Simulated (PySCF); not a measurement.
# CH₇GeNS: electronic excitations and core binding energies

Wanted: the electronic excitations and core binding energies of CH₇GeNS (`C[S][GeH2][NH2]`), by calculation.

Computed with PySCF 2.14.0, with density-fitted response routines of our own, on a single molecule in the gas phase. Atoms are numbered from 0 throughout.

### 1 Starting geometry

11 atoms, charge 0, multiplicity 1; geometry from: GFN2-xTB.

Bonds of the start (Å): C0–S1 1.83, S1–Ge2 2.20, Ge2–N3 1.82, C0–H4 1.08, C0–H5 1.09, C0–H6 1.09, Ge2–H7 1.51, Ge2–H8 1.52, N3–H9 1.01, N3–H10 1.01.

### 2 Ultraviolet spectrum: B3LYP/def2-SVPD

What the job is given:

```
{"job": {"kind": "uv", "xc": "B3LYP", "basis": "def2-SVPD", "nstates": 8, "ntriplets": 3}, "charge": 0, "multiplicity": 1}
C     -1.877108    -0.256393     0.113077
S     -0.812956     0.372093     1.457065
Ge     0.995959     0.809253     0.279133
N      1.429058    -0.728134    -0.597531
H     -2.788793    -0.607968     0.583624
H     -1.378485    -1.073449    -0.398845
H     -2.103135     0.547095    -0.581609
H      0.743141     1.801308    -0.830967
H      2.042541     1.360946     1.226395
H      2.194450    -0.671868    -1.253310
H      1.560754    -1.550211    -0.022995
```

Method: TDDFT B3LYP/def2-SVPD, vertical, gas phase, core orbitals frozen in the response.

Command:

```
> OMP_NUM_THREADS=1 python probes_run.py task.json out
```

This one command runs all jobs of the session in turn.

**Question.** This job is followed by: delta-SCF UKS SCAN, pcX-2 on the ionised atom, pcseg-1 elsewhere, spin-free X2C. What will the session give for the following? lowest singlet (B3LYP/def2-SVPD); brightest single state of those computed; lowest triplet; C1s binding energies, SCAN/pcX-2; S1s binding energies, SCAN/pcX-2; S2p binding energies, SCAN/pcX-2; N1s binding energies, SCAN/pcX-2.

As calculated:

| quantity | value |
| --- | --- |
| lowest singlet (B3LYP/def2-SVPD) | 5.46 eV (227 nm), f = 0.008 |
| brightest single state of those computed | state 3, 6.01 eV, f = 0.030 |
| lowest triplet | 5.11 eV |
| C1s binding energies, SCAN/pcX-2 | C0 291.10 eV |
| S1s binding energies, SCAN/pcX-2 | S1 2476.44 eV |
| S2p binding energies, SCAN/pcX-2 | S1 169.09 eV |
| N1s binding energies, SCAN/pcX-2 | N3 404.45 eV |

In words: The first singlet state (HOMO→LUMO+1 0.95) lies at 5.46 eV and is weak; of the 8 states computed, the strongest absorption comes from state 3 at 6.01 eV. The lowest triplet lies 0.35 eV below the lowest singlet (triplets in Tamm-Dancoff, singlets in full TDDFT).
